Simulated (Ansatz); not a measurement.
# CH₆BPSi: basis-set convergence

One table from this session's results is given with a row withheld; the runs are named, their logs left out.

Program: Ansatz 0.2.0, Gaussian basis. Level of theory: one geometry, several basis sets. These are calculated values, not measurements.

The runs, in order: PBE0-D4/def2-SVP; ωB97M-V/def2-SVP; PBE0-D4/def2-QZVPP; ωB97M-V/def2-QZVPP; the functionals' def2-TZVPP values are taken from earlier runs.

### The geometry

The geometry comes from an earlier relaxation with PBE0-D4 in a triple-zeta def2 set; it is a stationary point, not always the lowest conformer.

SMILES `C[SiH]1BP1`, 10 atoms, charge 0, spin multiplicity 1.

Atoms are counted from 1 here; the program's logs count them from 0.

Bond lengths: C1–Si2 1.867 Å, C1–H5 1.092 Å, C1–H6 1.093 Å, C1–H7 1.091 Å, Si2–B3 1.940 Å, Si2–P4 2.280 Å, Si2–H8 1.483 Å, B3–P4 1.848 Å, B3–H9 1.187 Å, P4–H10 1.420 Å. Angles: Si2–C1–H5 110.8°, Si2–C1–H6 109.9°, Si2–C1–H7 110.8°, H5–C1–H6 108.1°, H5–C1–H7 108.8°, H6–C1–H7 108.5°, C1–Si2–B3 122.7°, C1–Si2–P4 127.9°, C1–Si2–H8 112.4°, B3–Si2–P4 51.2°, B3–Si2–H8 124.1°, P4–Si2–H8 101.6°, Si2–B3–P4 74.0°, Si2–B3–H9 142.0°, P4–B3–H9 136.3°, Si2–P4–B3 54.9°, Si2–P4–H10 122.8°, B3–P4–H10 102.6°.

Set-up of the first run:

The input, in.yaml:

```yaml
crystal:
  periodic: [false, false, false]
  atoms:
    - {symbol: C, position_ang: [-1.318828, 0.605756, -0.765329]}
    - {symbol: Si, position_ang: [-0.305547, -0.671058, 0.145292]}
    - {symbol: B, position_ang: [1.029438, -0.196946, 1.471360]}
    - {symbol: P, position_ang: [1.952866, -0.979465, 0.074368]}
    - {symbol: H, position_ang: [-1.341244, 0.390872, -1.835961]}
    - {symbol: H, position_ang: [-2.347717, 0.596303, -0.395220]}
    - {symbol: H, position_ang: [-0.907477, 1.605188, -0.616761]}
    - {symbol: H, position_ang: [-0.802376, -2.050197, -0.078261]}
    - {symbol: H, position_ang: [1.266726, 0.603806, 2.315100]}
    - {symbol: H, position_ang: [2.857358, 0.044639, -0.311586]}
basis:
  gaussian: {orbitals: def2-SVP}
hamiltonian: {xc: pbe0, dispersion: d4}
output: {orbitals: {seedname: orbitals}}
```

The run is started by

```bash
$ ansatz run in.yaml --threads 2 --pin off --events-out ev --progress --plain --max-ram 4352MiB
```

Among the steps run: PBE0-D4 in def2-SVP; ωB97M-V in def2-SVP; PBE0-D4 in def2-QZVPP; ωB97M-V in def2-QZVPP.

One table of the session follows, with a row left open; its other results are not shown here.

It belongs to the step «Functionals by basis». 

| functional | basis | HOMO (eV) | LUMO (eV) |
| --- | --- | --- | --- |
| PBE0-D4 | def2-SVP | -6.70 | -1.95 |
| PBE0-D4 | def2-TZVPP | -6.70 | -2.03 |
| PBE0-D4 | def2-QZVPP | -6.71 | -2.06 |
| ωB97M-V | def2-SVP | -8.67 | 0.10 |
| ωB97M-V | def2-TZVPP | -8.71 | -0.05 |
| ωB97M-V | def2-QZVPP | ? | ? |

Q: Estimate the row for ωB97M-V, def2-QZVPP from the others.

As computed: HOMO (eV): -8.72; LUMO (eV): -0.10. In the column «HOMO (eV)» it is the lowest.
